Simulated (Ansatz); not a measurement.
# Ge5I3: the cost of one run

Method: DFT PBE, scalar-relativistic, plane waves, PAW, in Ansatz 0.2.0.

## Step 1: Starting point

The structure is cubic, space group Pm-3m (No. 221). The conventional cell has a = 6.282 Å, b = 6.282 Å, c = 6.282 Å, α = 90.00°, β = 90.00°, γ = 90.00°. Ge (site symmetry 4/mmm) has 2 Ge at 3.14 Å and 4 I at 3.14 Å as nearest neighbours. Ge (site symmetry m-3m) has 6 I at 3.14 Å as nearest neighbours. Around Ge (site symmetry m-3m) lie 6 Ge at 3.14 Å. I (site symmetry 4/mmm) has 6 Ge at 3.14 Å as nearest neighbours.

Structure file:

```cif
data_structure
_symmetry_space_group_name_H-M 'P 1'
_symmetry_Int_Tables_number 1
_cell_length_a 6.2824
_cell_length_b 6.2824
_cell_length_c 6.2824
_cell_angle_alpha 90.000
_cell_angle_beta 90.000
_cell_angle_gamma 90.000
_cell_volume 247.95
loop_
_atom_site_label
_atom_site_type_symbol
_atom_site_fract_x
_atom_site_fract_y
_atom_site_fract_z
_atom_site_occupancy
Ge1 Ge 0.00000 0.50000 0.50000 1
Ge2 Ge 0.50000 0.00000 0.50000 1
Ge3 Ge 0.50000 0.50000 0.00000 1
Ge4 Ge 0.00000 0.00000 0.00000 1
Ge5 Ge 0.50000 0.50000 0.50000 1
I1 I 0.50000 0.00000 0.00000 1
I2 I 0.00000 0.50000 0.00000 1
I3 I 0.00000 0.00000 0.50000 1
```

Recipe of the guess: random cell by space group and Wyckoff sites (Pm-3m, No. 221). Lengths come from tabulated atomic sizes and are only a guess.

## Step 2: A first look at the guess

Contents of input.yaml:

```yaml
crystal:
  lattice:
    - [6.28237798, 0.0, 0.0]
    - [0.0, 6.28237798, 0.0]
    - [0.0, 0.0, 6.28237798]
  atoms:
    - { symbol: Ge, position: [0.0, 0.5, 0.5] }
    - { symbol: Ge, position: [0.5, 0.0, 0.5] }
    - { symbol: Ge, position: [0.5, 0.5, 0.0] }
    - { symbol: Ge, position: [0.0, 0.0, 0.0] }
    - { symbol: Ge, position: [0.5, 0.5, 0.5] }
    - { symbol: I, position: [0.5, 0.0, 0.0] }
    - { symbol: I, position: [0.0, 0.5, 0.0] }
    - { symbol: I, position: [0.0, 0.0, 0.5] }
basis:
  ecutwfc: 420
kpoints:
  mp_grid: { grid: [4, 4, 4] }
hamiltonian:
  xc: pbe
scf:
  occupations: { method: gaussian, width: 0.1 }
  lower_state_search: "off"
output:
  forces: true
  stress: true
  eigenvalues: true
```

Run with:

```
$ ansatz run input.yaml --threads 1 --pin off --max-ram 2048MiB --backend cpu --events-out ev --progress --plain --runs-dir out
```

Q: Estimate wall time and peak memory on 1 thread of Arm Neoverse V2, shared host.

About 13 s, with a peak of 0.54 GiB.
